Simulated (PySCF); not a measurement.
**TeH: bond curves at several levels of theory**

An exercise on one series of results from a longer session: the logs are not shown, and one member is left open.

Program: PySCF 2.14.0. Level of theory: Te aug-cc-pVDZ-PP with ECP28, H aug-cc-pVDZ, scalar-relativistic core potentials. These are calculated values, not measurements.

Set-up of the first run:

A driver script around PySCF takes these settings:

```json
{
  "atoms": "Te, H",
  "charge": "0",
  "basis": "Te aug-cc-pVDZ-PP with ECP28, H aug-cc-pVDZ",
  "Hamiltonian": "scalar-relativistic core potentials",
  "basis functions": "41",
  "electrons treated": "25",
  "masses in u": "129.9062, 1.0078",
  "levels": "PBE0, PBE, r²SCAN, TPSS, B97-3, B3LYP, HSE06, HF, MP2, SCS-MP2, CCSD, CCSD(T)",
  "grid": "80 radial by 434 angular points",
  "occupations": "held fixed by the projection of orbital angular momentum",
  "dissociation limit": "Te + H, each in its ground configuration",
  "starting distance in angstrom": "1.640",
  "values of 2S to try": "1, 3"
}
```

Among the steps run: Set-up; PBE0 along the bond; Other states along the same grid; PBE (GGA); r²SCAN; TPSS (meta-GGA); B97-3 (global hybrid GGA); B3LYP (global hybrid GGA); HSE06 (range-separated hybrid); UHF; Adding correlation.

One table of the session follows, with a row left open; its other results are not shown here.

```
      level  Re (Å)  ωe (cm⁻¹)  De (eV)
        UHF   1.651       2254     1.85
    UHF-MP2   1.655       2197     2.63
UHF-SCS-MP2   1.659       2179     2.69
   UHF-CCSD   1.664       2132     2.75
UHF-CCSD(T)   1.666       2117     2.79
        PBE   1.683       2063     2.95
       TPSS   1.675       2103     3.08
     r²SCAN       ?          ?        ?
      B3LYP   1.673       2104     2.97
       PBE0   1.666       2149     2.89
      B97-3   1.668       2141     2.89
      HSE06   1.668       2140     2.91
```

Estimate the missing values for r²SCAN.

The run gave: Re (Å): 1.668; ωe (cm⁻¹): 2130; De (eV): 2.93.
